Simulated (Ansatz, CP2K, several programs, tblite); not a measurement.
Energy against volume for an ordered 4-atom cell of MgCdSe2 on the rocksalt lattice (R-3m), at fixed shape and fractional coordinates, computed by several methods (PBE and r2SCAN, where shown, with plane waves in Ansatz); the cell shown is that of r2SCAN. With free coordinates or axes held, a curve is too stiff, and on another method's shape its minimum isn't the method's own volume. The symmetry is R-3m (No. 166, trigonal); a = 3.951 Å, c = 19.353 Å in the conventional setting, 21.81 Å³ an atom. Mg is surrounded by 6 Se at 2.76 Å; Cd is surrounded by 6 Se at 2.83 Å; Se is surrounded by 3 Mg at 2.76 Å and 3 Cd at 2.83 Å. The structure was generated, not taken from experiment, and needn't be the ground state; spin polarisation is off. Energies count from each curve's lowest point; fits are third-order Birch-Murnaghan.

```cif
data_structure
_symmetry_space_group_name_H-M 'P 1'
_symmetry_Int_Tables_number 1
_cell_length_a 6.8426
_cell_length_b 6.8426
_cell_length_c 6.8426
_cell_angle_alpha 33.564
_cell_angle_beta 33.564
_cell_angle_gamma 33.564
_cell_volume 87.23
loop_
_atom_site_label
_atom_site_type_symbol
_atom_site_fract_x
_atom_site_fract_y
_atom_site_fract_z
_atom_site_occupancy
Mg1 Mg 0.00000 0.00000 0.00000 1
Cd1 Cd 0.50000 0.50000 0.50000 1
Se1 Se 0.25334 0.25334 0.25334 1
Se2 Se 0.74666 0.74666 0.74666 1
```

PBE/DZVP (CP2K), on the shape of the cell shown:
```
V (Å³/atom)  E (meV/atom)
     19.190        133.87
     20.498         38.57
     21.806          9.73
     23.115          0.00
     24.423         16.48
```
The points scatter about a smooth fit, so no fit is quoted.

GFN2-xTB (tblite), on the shape of the cell shown, as a cluster of 108 atoms at the zone centre:
```
V (Å³/atom)  E (meV/atom)
     19.190        141.50
     20.498         66.71
     21.806         23.03
     23.115          2.47
     24.423          0.00
```
The lowest point is an end point, so the minimum isn't bracketed.

light PBE (260 eV, its own mesh), on the shape of the cell shown:
```
V (Å³/atom)  E (meV/atom)
     20.062         60.66
     20.934         13.04
     21.806          2.84
     22.679          0.65
     23.551          0.00
     24.423         24.86
```
The points scatter about a smooth fit, as a low cutoff and a light mesh can make them, so no fit is quoted.

Q: PBE, on the shape of its own relaxed cell, gives
```
V (Å³/atom)  E (meV/atom)
     20.984         17.05
     21.654          4.02
     22.324          0.00
     22.993          3.61
     23.663         13.69
```
What equilibrium volume and bulk modulus follow?

A: V₀ = 22.32 Å³ an atom and B₀ = 61 GPa.

PBE/SZV (CP2K), on the shape of the cell shown:
```tsv
V (Å³/atom)	E (meV/atom)
19.190	240.10
20.498	105.34
21.806	43.33
23.115	6.76
24.423	0.00
```
The lowest point is an end point, so the minimum isn't bracketed.
